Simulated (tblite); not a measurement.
# C5H9BrF2Si: the cost of one run

Programs: tblite 0.8.0 and PySCF 2.14.0, with density-fitted response routines of our own. Each step states its level of theory. These are calculated values for one molecule in the gas phase, unless marked as measured. Atoms are numbered from 0 throughout.

## 1. The starting structure

18 atoms, charge 0, multiplicity 1; geometry from: force field or distance geometry start.

Bonds of the start (Å): C0–C1 1.34, C1–C2 1.49, C1–Si3 1.85, Si3–C4 1.87, C4–C5 1.50, C5–F6 1.38, C5–F7 1.37, C5–Br8 1.94, C0–H9 1.10, C0–H10 1.09, C2–H11 1.09, C2–H12 1.12, C2–H13 1.12, Si3–H14 1.50, Si3–H15 1.48, C4–H16 1.13, C4–H17 1.12.

## 2. Geometry optimisation with GFN2-xTB

Job settings and geometry (Å):

```
{"job": {"kind": "relax", "xc": "GFN2-xTB", "basis": "xTB"}, "charge": 0, "multiplicity": 1}
C     -1.551500     0.149100    -1.312900
C     -1.437600    -0.059300     0.001900
C     -2.541300    -0.624800     0.830500
Si     0.207400     0.382800     0.728700
C      1.442600     0.106400    -0.650400
C      2.796500    -0.098200    -0.040900
F      3.733000    -0.293500    -1.041200
F      2.726000    -1.128500     0.854600
Br     3.272400     1.522800     0.904900
H     -2.510100    -0.090100    -1.787400
H     -0.736600     0.559400    -1.902100
H     -2.256400    -1.391600     1.545800
H     -3.055000     0.269100     1.278400
H     -3.287900    -1.037500     0.102500
H      0.122000     1.834400     1.076400
H      0.515900    -0.412500     1.939400
H      1.440800     1.062400    -1.245600
H      1.111100    -0.744000    -1.294300
```

Started as:

```console
> OMP_NUM_THREADS=1 python probes_run.py task.json out
```

One launch serves the whole session: the jobs run in the order shown.

**Question.** How long does this first job take on 1 thread of Arm Neoverse N1, shared host?

About 2.1 s.
